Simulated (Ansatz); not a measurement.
Nb3Pd under changes of volume

One of the cells (17.335 Å³/atom); the others are scaled copies at fixed shape and fractional positions:

```
CELL_PARAMETERS angstrom
1.72259 -2.21736 0.00000
1.72259 2.21736 0.00000
0.00000 0.00000 9.07671
ATOMIC_POSITIONS crystal
Pd 0.00000 0.00000 0.00000
Nb 0.50000 0.50000 0.23979
Nb 0.00000 0.00000 0.50000
Nb 0.50000 0.50000 0.76021
```

The cell comes from a database or a generator and needn't be the stable form of this composition.

- Program: Ansatz 0.2.0
- Functional: PBEsol
- Potentials or basis: all-electron LAPW, scalar-relativistic
- Cutoff: 255 eV (chosen from the basis error)
- Basis error allowed: 0.001 eV/atom
- k mesh: 10 × 10 × 3
- Occupations: fermi-dirac, width 0.05 eV
- Spin: no spin polarisation

```csv
volume (Å³/atom),energy over the lowest point (meV/atom),pressure (GPa),largest force (eV/Å)
16.295,?,?,?
16.641,0.00,0.5,0.016
16.988,3.27,-3.4,0.022
17.335,14.60,-6.9,0.023
17.681,33.14,-10.1,0.021
18.028,58.16,-12.9,0.016
18.375,89.00,-15.5,0.008
```

Q: What does the run at 16.295 Å³/atom give?

A: Energy over the lowest point 5.71 meV/atom; pressure 4.9 GPa; largest force 0.004 eV/Å.

Worked out: A Birch-Murnaghan fit of order 3 (a polynomial in V^(-2/3)) to the other rows has its minimum at 16.68 Å³/atom with B0 = V·E''(V) = 198 GPa and B' = 4.4 at fixed shape and positions, which overstates the stiffness. It gives 5.74 meV/atom at 16.295 Å³/atom, against the run's 5.71, and -dE/dV = 4.9 GPa, against 4.9.

Energies are extrapolated to zero smearing.
